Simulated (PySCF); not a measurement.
# C9H7N (Quinoline): the cost of one run

Computed with PySCF 2.14.0, with density-fitted response routines of our own, on a single molecule, in the gas phase or a continuum. Atoms are numbered from 0 throughout.

## 1. The starting structure

17 atoms, charge 0, multiplicity 1; geometry from: GFN2-xTB. The atoms were then displaced at random by about 0.01 Å, so the start is not that level's minimum.

Bonds of the start (Å): C0–C1 1.39, C1–C2 1.35, C2–C3 1.46, C3–N4 1.33, N4–C5 1.31, C5–C6 1.40, C6–C7 1.37, C7–C8 1.42, C8–C9 1.41, C9–C0 1.36, C8–C3 1.43, C0–H10 1.12, C1–H11 1.07, C2–H12 1.07, C5–H13 1.07, C6–H14 1.06, C7–H15 1.09, C9–H16 1.09.

## 2. Geometry optimisation at PBE0-D3(BJ)/def2-SVP

What the job is given:

```
{"job": {"xc": "PBE0", "basis": "def2-SVP", "d3": "d3bj", "grid": 1, "shake": 0.01, "kind": "geom"}, "charge": 0, "multiplicity": 1}
C     -2.240250     0.763650     0.005440
C     -2.382200    -0.607770    -0.144780
C     -1.283720    -1.397490    -0.192130
C      0.053950    -0.818690    -0.085530
N      1.095910    -1.636540    -0.139400
C      2.279040    -1.091520    -0.037970
C      2.525290     0.281690     0.113940
C      1.454620     1.131400     0.159240
C      0.136770     0.594490     0.084570
C     -1.032810     1.372730     0.114040
H     -3.163840     1.391570     0.038690
H     -3.353840    -1.042650    -0.214430
H     -1.360750    -2.455710    -0.303330
H      3.099700    -1.784070    -0.072500
H      3.521960     0.644990     0.185640
H      1.564870     2.208390     0.285370
H     -0.931210     2.457350     0.213320
```

Command:

```bash
$ OMP_NUM_THREADS=1 python probes_run.py task.json out
```

This one command runs all jobs of the session in turn.

**Question.** How long does this first job take on 1 thread of Intel Xeon Platinum 8488C, shared host, and how much memory does it need?

About 93 s, with a peak of 0.79 GiB.
